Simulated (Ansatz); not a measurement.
Runs of Ansatz 0.2.0 on Sn3Se. It takes space group Fm-3m (No. 225, cubic). Conventional cell: a = 7.466 Å, b = 7.466 Å, c = 7.466 Å, α = 90.00°, β = 90.00°, γ = 90.00°. Sn (site symmetry m-3m) is surrounded by 8 Sn at 3.23 Å. Around Sn (site symmetry -43m) lie 4 Sn at 3.23 Å and 4 Se at 3.23 Å. Around Se (site symmetry m-3m) lie 8 Sn at 3.23 Å. The cell comes from a database or a generator and needn't be the stable form of this composition.

```csv
task,level,cell,k mesh,cutoff (eV),share of exact exchange,target pressure (GPa),mesh quality,gap on the mesh (eV),pressure (GPa)
single point,r2SCAN0 form with a typed share of exact exchange,as given,4 × 4 × 4,500,0.5,-,coarse,none,-4.2
relaxation of cell and atoms,PBEsol,relaxed to 30 GPa,6 × 6 × 6,420,-,30,not flagged,none,30.0
relaxation of cell and atoms,PBEsol,relaxed to 10 GPa,6 × 6 × 6,420,-,10,not flagged,none,10.0
single point,r2SCAN0 form with a typed share of exact exchange,as given,4 × 4 × 4,500,0.35,-,coarse,none,(a)
relaxation of cell and atoms,PBEsol,relaxed,6 × 6 × 6,420,-,0,not flagged,none,0.0
```

Alike in all rows: potentials or basis Ansatz PAW; no spin polarisation; smearing fermi-dirac 0.05 eV.

**Question.** Fill in the values left out.

**Answer.** (a) -3.3.

Caveats: some runs use coarse meshes; the PAW data sets come from PBE, with cores solved anew for the run's functional, which leaves a small shift of forces and pressure; the plane-wave basis is chosen anew once the cell has moved, so the energies of steps on either side of that aren't comparable (some runs); the thresholds are loose for stress (some runs).

A k mesh can miss the band edges, and the runs leave out spin-orbit coupling on Se, Sn.

A gap of «none» marks a metal or a gap under the smearing width.
